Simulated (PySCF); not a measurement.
**SbI⁻: changing the method**

Starting from one script, swap the method and compare what comes out for SbI⁻.

The runs use PySCF 2.14.0; method and basis as typed in the scripts.

6 further runs of the same task are left out: 1 for a known fault of the program, 5 that didn't finish.

## 1. Where the work starts

SbI⁻: 2 atoms, charge -1, spin multiplicity 2.

Bond lengths: Sb1–I2 2.914 Å.

## 2. Base script

Input file input.py:

```python
from pyscf import gto, scf, mp

mol = gto.M(
    atom='Sb 0 0 0; I 0 0 2.914',
    basis='sbkjc',
    ecp={'Sb': 'sbkjc', 'I': 'sbkjc'},
    charge=-1,
    spin=1,
    verbose=4,
)
mf = scf.UHF(mol)
mf.kernel()
mp.MP2(mf).kernel()
mf.dip_moment()
print('orbital energies (hartree):', [e[max(0, n-3):n+3].round(4) for e, n in zip(mf.mo_energy, mol.nelec)])
```

Launch:

```bash
$ python input.py
```

## 3. Gradient

Variant 1 changes step after the SCF: mp2 → gradient.

input.py: that of step 2 with these lines changed.

```diff
@@ -1,2 +1,2 @@
-from pyscf import gto, scf, mp
+from pyscf import gto, scf
 
@@ -12,3 +12,3 @@
 mf.kernel()
-mp.MP2(mf).kernel()
+mf.nuc_grad_method().kernel()
 mf.dip_moment()
```

## 4. TDHF

Variant 2 changes step after the SCF: mp2 → tddft; number of roots: none → 6.

input.py: that of step 2 with these lines changed.

```diff
@@ -1,2 +1,2 @@
-from pyscf import gto, scf, mp
+from pyscf import gto, scf, tdscf
 
@@ -12,3 +12,6 @@
 mf.kernel()
-mp.MP2(mf).kernel()
+td = tdscf.TDHF(mf)
+td.nstates = 6
+td.kernel()
+td.analyze(verbose=3)
 mf.dip_moment()
```

## 5. Population analysis

Variant 3 changes step after the SCF: mp2 → analyze.

input.py: that of step 2 with these lines changed.

```diff
@@ -1,2 +1,2 @@
-from pyscf import gto, scf, mp
+from pyscf import gto, scf
 
@@ -12,3 +12,3 @@
 mf.kernel()
-mp.MP2(mf).kernel()
+mf.mulliken_pop()
 mf.dip_moment()
```

## 6. SCF alone

Variant 4 changes step after the SCF: mp2 → none.

input.py: that of step 2 with these lines changed.

```diff
@@ -1,2 +1,2 @@
-from pyscf import gto, scf, mp
+from pyscf import gto, scf
 
@@ -12,3 +12,2 @@
 mf.kernel()
-mp.MP2(mf).kernel()
 mf.dip_moment()
```

What does the calculation give? Wanted: for each run, E(SCF); from base; gap, α spin; after the SCF.

As calculated:

```tsv
run	E(SCF) (hartree)	from base (eV)	cycles	gap, α spin (eV)	after the SCF
base	-16.561935	0	10	7.22	MP2 correlation -0.934 eV
gradient	-16.561935	0.0000	10	7.22	n/a
TDHF	-16.561935	0.0000	10	7.22	lowest root found 0.31 eV
population analysis	-16.561935	0.0000	10	7.22	n/a
SCF alone	-16.561935	0.0000	10	7.22	n/a
```

Total energies from different bases, Hamiltonians or methods carry different errors, so properties are taken as differences within one set-up.
